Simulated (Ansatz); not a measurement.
# CH₇BSi₂: a ladder of functionals and wavefunction methods

An exercise on one series of results from a longer session: the logs are not shown, and one member is left open.

Method: functionals in def2-TZVPP, the program's frozen cores in correlated methods; program: Ansatz 0.2.0, Gaussian basis.

Plan: LDA (SPW92), PBE-D4, revPBE-D4, BLYP-D4, r2SCAN-D4, B97M-V, PBE0-D4, B3LYP-D4, r2SCANh-D4, r2SCAN0-D4, HSE06-D4, BHLYP-D4, CAM-B3LYP-D4, LC-ωPBE, ωB97X-V, ωB97M-V, B2PLYP, PBE-QIDH; CCSD(T)/def2-SVP; CCSD(T)/def2-TZVPP; MP2/def2-QZVPP; extrapolation to the limit; RPA on PBE.

## Structure used throughout

An earlier PBE0-D4 in a triple-zeta def2 set relaxation fixed the geometry.

SMILES `BC1[SiH2][SiH2]1`, 11 atoms, charge 0, spin multiplicity 1.

Atoms are counted from 1 here; the program's logs count them from 0.

Bond lengths: B1–C2 1.509 Å, B1–H5 1.198 Å, B1–H6 1.203 Å, C2–Si3 1.878 Å, C2–Si4 1.972 Å, C2–H7 1.089 Å, Si3–Si4 2.236 Å, Si3–H8 1.480 Å, Si3–H9 1.478 Å, Si4–H10 1.479 Å, Si4–H11 1.481 Å. Angles: C2–B1–H5 121.1°, C2–B1–H6 120.1°, H5–B1–H6 118.8°, B1–C2–Si3 120.7°, B1–C2–Si4 95.1°, B1–C2–H7 118.8°, Si3–C2–Si4 71.0°, Si3–C2–H7 119.6°, Si4–C2–H7 113.1°, C2–Si3–Si4 56.5°, C2–Si3–H8 115.6°, C2–Si3–H9 117.1°, Si4–Si3–H8 117.9°, Si4–Si3–H9 123.1°, H8–Si3–H9 114.1°, C2–Si4–Si3 52.6°, C2–Si4–H10 116.4°, C2–Si4–H11 111.8° and more.

Coordinates:

```xyz
11

B    -0.7750    1.3517   -0.3009
C    -0.7913   -0.1316   -0.0228
Si    0.3046   -0.8676    1.3136
Si    0.9999   -0.4714   -0.7746
H    -1.5310    1.8409   -1.0915
H     0.0369    2.0570    0.2377
H    -1.5684   -0.7429   -0.4784
H     0.0022   -2.2669    1.6881
H     0.6483    0.0029    2.4580
H     1.7657    0.7155   -1.2147
H     0.9731   -1.5446   -1.7942
```

Set-up of the first run:

The input, in.yaml:

```yaml
crystal:
  periodic: [false, false, false]
  atoms:
    - {symbol: B, position_ang: [-0.775000, 1.351717, -0.300851]}
    - {symbol: C, position_ang: [-0.791349, -0.131631, -0.022764]}
    - {symbol: Si, position_ang: [0.304553, -0.867577, 1.313640]}
    - {symbol: Si, position_ang: [0.999938, -0.471364, -0.774572]}
    - {symbol: H, position_ang: [-1.530964, 1.840855, -1.091450]}
    - {symbol: H, position_ang: [0.036877, 2.057002, 0.237705]}
    - {symbol: H, position_ang: [-1.568373, -0.742906, -0.478387]}
    - {symbol: H, position_ang: [0.002228, -2.266937, 1.688091]}
    - {symbol: H, position_ang: [0.648342, 0.002871, 2.458031]}
    - {symbol: H, position_ang: [1.765716, 0.715526, -1.214670]}
    - {symbol: H, position_ang: [0.973135, -1.544559, -1.794175]}
basis:
  gaussian: {orbitals: def2-TZVPP}
hamiltonian: {xc: lda}
output: {orbitals: {seedname: orbitals}}
```

The run is started by

```console
ansatz run in.yaml --threads 2 --pin off --events-out ev --progress --plain --max-ram 4352MiB
```

Among the steps run: LDA; PBE-D4 (GGA); revPBE-D4 (GGA); BLYP-D4 (GGA); r2SCAN-D4 (meta-GGA); B97M-V (meta-GGA); B3LYP-D4 (hybrid); r2SCANh-D4 (hybrid); r2SCAN0-D4 (hybrid); HSE06-D4 (hybrid); BHLYP-D4 (hybrid); CAM-B3LYP-D4 (range-separated); LC-ωPBE (range-separated); ωB97X-V (range-separated); ωB97M-V (range-separated); B2PLYP (double hybrid); PBE-QIDH (double hybrid).

One of the session's tables, all rows but one given; the rest of the session is left out.

It belongs to the step «Frontier levels by functional». 

```
  functional  HOMO (eV)  gap (eV)
 LDA (SPW92)      -6.15      4.20
      PBE-D4      -6.04      4.31
   revPBE-D4      -5.99      4.35
     BLYP-D4      -5.86      4.33
   r2SCAN-D4      -6.21      4.81
      B97M-V      -6.27      4.73
     PBE0-D4      -7.00      6.21
    B3LYP-D4      -6.80      5.83
  r2SCANh-D4      -6.57      5.49
  r2SCAN0-D4      -7.11      6.51
    HSE06-D4      -6.61      5.44
    BHLYP-D4      -7.82      8.04
CAM-B3LYP-D4      -8.19      8.49
     LC-ωPBE      -9.46     10.87
     ωB97X-V      -9.15     10.47
     ωB97M-V          ?         ?
```

**Question.** Estimate the row for ωB97M-V.

As computed: HOMO (eV): -8.99; gap (eV): 10.03. In the column «HOMO (eV)» it lies between ωB97X-V (-9.15) and CAM-B3LYP-D4 (-8.19).
